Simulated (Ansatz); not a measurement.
# Zn8O8 wurtzite off sphere (Zn₈H₂₂O₈): structure and electronic state

What does Zn8O8 wurtzite off sphere (Zn₈H₂₂O₈) look like as a singlet, and where do its frontier electrons sit?

Method: RKS PBE0-D4/def2-TZVP; program: Ansatz 0.2.0, Gaussian basis.

The runs, in order: relaxation at PBE-D4/def2-SVP; a single point at PBE0-D4/def2-TZVP.

### Step 1. Starting geometry

38 atoms, charge 0, spin multiplicity 1.

Atoms are counted from 1 here; the program's logs count them from 0.

Bond lengths: Zn1–O2 1.994 Å, Zn1–O3 1.988 Å, Zn1–H17 1.537 Å, Zn1–H18 1.531 Å, O2–Zn5 1.972 Å, O2–H19 0.971 Å, O2–H20 1.008 Å, O3–Zn4 1.979 Å, O3–Zn11 2.009 Å, O3–H21 1.000 Å, Zn4–O6 1.979 Å, Zn4–O7 1.991 Å, Zn4–H22 1.561 Å, Zn5–O6 1.976 Å, Zn5–O12 2.026 Å, Zn5–H23 1.523 Å, O6–Zn9 1.966 Å, O6–H24 0.976 Å and more. Angles: O2–Zn1–O3 109.4°, O2–Zn1–H17 108.9°, O2–Zn1–H18 110.7°, O3–Zn1–H17 109.1°, O3–Zn1–H18 109.8°, H17–Zn1–H18 108.8°, Zn1–O2–Zn5 109.3°, Zn1–O2–H19 110.7°, Zn1–O2–H20 107.6°, Zn5–O2–H19 111.6°, Zn5–O2–H20 110.9°, H19–O2–H20 106.7°, Zn1–O3–Zn4 109.7°, Zn1–O3–Zn11 108.3°, Zn1–O3–H21 109.2°, Zn4–O3–Zn11 110.7°, Zn4–O3–H21 110.3°, Zn11–O3–H21 108.6° and more.

Coordinates:

```xyz
38
charge 0, multiplicity 1
Zn    0.4332   -3.4965   -0.9959
O     0.4084   -3.4952    0.9977
O     0.4199   -1.6221   -1.6593
Zn   -1.1939   -0.6914   -0.9926
Zn    0.4169   -1.6333    1.6477
O    -1.1894   -0.6913    0.9866
O    -1.2101    1.1822   -1.6647
Zn   -2.8288    2.1445   -0.9857
Zn   -1.2390    1.1577    1.6523
O    -2.8310    2.1282    0.9943
Zn    2.0861   -0.7086   -1.0065
O     2.0850   -0.6822    1.0010
O     2.0466    1.1613   -1.6623
Zn    0.4296    2.1066   -1.0111
Zn    2.0533    1.1719    1.6535
O     0.4294    2.1256    0.9834
H    -0.8205   -4.2214   -1.5094
H     1.6731   -4.2238   -1.5217
H    -0.3590   -3.9868    1.3314
H     1.2279   -3.9895    1.3130
H     0.4288   -1.6268   -2.6595
H    -2.4724   -1.4148   -1.5212
H     0.4315   -1.6195    3.1702
H    -1.9947   -1.1355    1.3132
H    -1.2105    1.1974   -2.6410
H    -4.0687    1.3939   -1.5364
H    -2.8264    3.5703   -1.5025
H    -1.1955    1.1616    3.1770
H    -3.6116    1.6733    1.3081
H    -2.8247    3.0557    1.3247
H     3.3249   -1.4140   -1.5156
H     2.8506   -1.1380    1.2839
H     2.0523    1.1866   -2.6662
H     2.8595    1.6383   -1.3252
H     0.4261    3.5870   -1.4959
H     2.0601    1.1729    3.1723
H     3.3380    1.9104    1.1313
H     0.4301    3.0461    1.3305
```

The start is a built from a lattice or polyhedron geometry.

### Step 2. Optimising with PBE-D4/def2-SVP

File in.yaml:

```yaml
crystal:
  periodic: [false, false, false]
  atoms:
    - {symbol: Zn, position_ang: [0.433200, -3.496500, -0.995900]}
    - {symbol: O, position_ang: [0.408400, -3.495200, 0.997700]}
    - {symbol: O, position_ang: [0.419900, -1.622100, -1.659300]}
    - {symbol: Zn, position_ang: [-1.193900, -0.691400, -0.992600]}
    - {symbol: Zn, position_ang: [0.416900, -1.633300, 1.647700]}
    - {symbol: O, position_ang: [-1.189400, -0.691300, 0.986600]}
    - {symbol: O, position_ang: [-1.210100, 1.182200, -1.664700]}
    - {symbol: Zn, position_ang: [-2.828800, 2.144500, -0.985700]}
    - {symbol: Zn, position_ang: [-1.239000, 1.157700, 1.652300]}
    - {symbol: O, position_ang: [-2.831000, 2.128200, 0.994300]}
    - {symbol: Zn, position_ang: [2.086100, -0.708600, -1.006500]}
    - {symbol: O, position_ang: [2.085000, -0.682200, 1.001000]}
    - {symbol: O, position_ang: [2.046600, 1.161300, -1.662300]}
    - {symbol: Zn, position_ang: [0.429600, 2.106600, -1.011100]}
    - {symbol: Zn, position_ang: [2.053300, 1.171900, 1.653500]}
    - {symbol: O, position_ang: [0.429400, 2.125600, 0.983400]}
    - {symbol: H, position_ang: [-0.820500, -4.221400, -1.509400]}
    - {symbol: H, position_ang: [1.673100, -4.223800, -1.521700]}
    - {symbol: H, position_ang: [-0.359000, -3.986800, 1.331400]}
    - {symbol: H, position_ang: [1.227900, -3.989500, 1.313000]}
    - {symbol: H, position_ang: [0.428800, -1.626800, -2.659500]}
    - {symbol: H, position_ang: [-2.472400, -1.414800, -1.521200]}
    - {symbol: H, position_ang: [0.431500, -1.619500, 3.170200]}
    - {symbol: H, position_ang: [-1.994700, -1.135500, 1.313200]}
    - {symbol: H, position_ang: [-1.210500, 1.197400, -2.641000]}
    - {symbol: H, position_ang: [-4.068700, 1.393900, -1.536400]}
    - {symbol: H, position_ang: [-2.826400, 3.570300, -1.502500]}
    - {symbol: H, position_ang: [-1.195500, 1.161600, 3.177000]}
    - {symbol: H, position_ang: [-3.611600, 1.673300, 1.308100]}
    - {symbol: H, position_ang: [-2.824700, 3.055700, 1.324700]}
    - {symbol: H, position_ang: [3.324900, -1.414000, -1.515600]}
    - {symbol: H, position_ang: [2.850600, -1.138000, 1.283900]}
    - {symbol: H, position_ang: [2.052300, 1.186600, -2.666200]}
    - {symbol: H, position_ang: [2.859500, 1.638300, -1.325200]}
    - {symbol: H, position_ang: [0.426100, 3.587000, -1.495900]}
    - {symbol: H, position_ang: [2.060100, 1.172900, 3.172300]}
    - {symbol: H, position_ang: [3.338000, 1.910400, 1.131300]}
    - {symbol: H, position_ang: [0.430100, 3.046100, 1.330500]}
basis:
  gaussian: {orbitals: def2-SVP, fitting: {mean_field: def2-universal-jkfit}}
hamiltonian: {xc: pbe, dispersion: d4}
scf: {lower_state_search: "off"}
output: {orbitals: {seedname: orbitals}}
relax: {f_tol: 0.03, max_steps: 70}
```

The run is started by

```console
> ansatz run in.yaml --threads 2 --pin off --events-out ev --progress --plain --max-ram 32768MiB --backend cuda --devices 0, --max-vram 18GiB
```

Further steps of the session: Single point, PBE0-D4/def2-TZVP.

Q: Predict the results of all the runs planned. Wanted: point group; commonest bond, hydrogen aside; HOMO, LUMO at PBE0-D4/def2-TZVP; dipole at PBE-D4/def2-SVP.

**Answer**, as computed:

| quantity | value |
| --- | --- |
| point group | C1 |
| commonest bond, hydrogen aside | O–Zn, 17 of mean length 2.071 Å |
| HOMO, LUMO at PBE0-D4/def2-TZVP | -7.33, -1.10 eV |
| dipole at PBE-D4/def2-SVP | 4.94 D |

The relaxation broke 3 and made 5 bonds, so the end is another structure than the start. No usable vibrations, so a minimum isn't proven. Whether this spin is the lowest isn't tested here. The point group is read from a loosely relaxed geometry; soft torsions can leave it below the true symmetry.
